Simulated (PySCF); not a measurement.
# C2H6OSi: the cost of one run

The runs use PySCF 2.14.0, with density-fitted response routines of our own; the level of theory stands in each step. All values are computed, except where a source is named. Atoms are numbered from 0 throughout.

### Step 1. The molecule as given

10 atoms, charge 0, multiplicity 1; geometry from: GFN2-xTB. The atoms were then displaced at random by about 0.01 Å, so the start is not that level's minimum.

Bonds of the start (Å): C0–C1 1.35, C1–O2 1.36, O2–Si3 1.59, C0–H4 1.05, C0–H5 1.07, C1–H6 1.09, Si3–H7 1.46, Si3–H8 1.49, Si3–H9 1.47.

### Step 2. Geometry optimisation at PBE0-D3(BJ)/def2-SVP

The job: settings as JSON, then the geometry in Å.

```
{"job": {"xc": "PBE0", "basis": "def2-SVP", "d3": "d3bj", "grid": 1, "shake": 0.01, "kind": "geom"}, "charge": 0, "multiplicity": 1}
C      1.643330    -0.136300     0.360890
C      0.947530     0.457760    -0.629090
O     -0.399080     0.465930    -0.794350
Si    -1.574370    -0.160900     0.073910
H      2.691830    -0.070720     0.383620
H      1.113910    -0.636760     1.141870
H      1.463840     0.997320    -1.424980
H     -1.478440    -1.615170     0.160650
H     -1.640690     0.400150     1.450000
H     -2.717440     0.277770    -0.743580
```

Started as:

```console
> OMP_NUM_THREADS=1 python probes_run.py task.json out
```

One launch serves the whole session: the jobs run in the order shown.

Q: Estimate the wall time and peak memory of this first job on 1 thread of Arm Neoverse V2, shared host.

About 15 s, with a peak of 0.38 GiB.
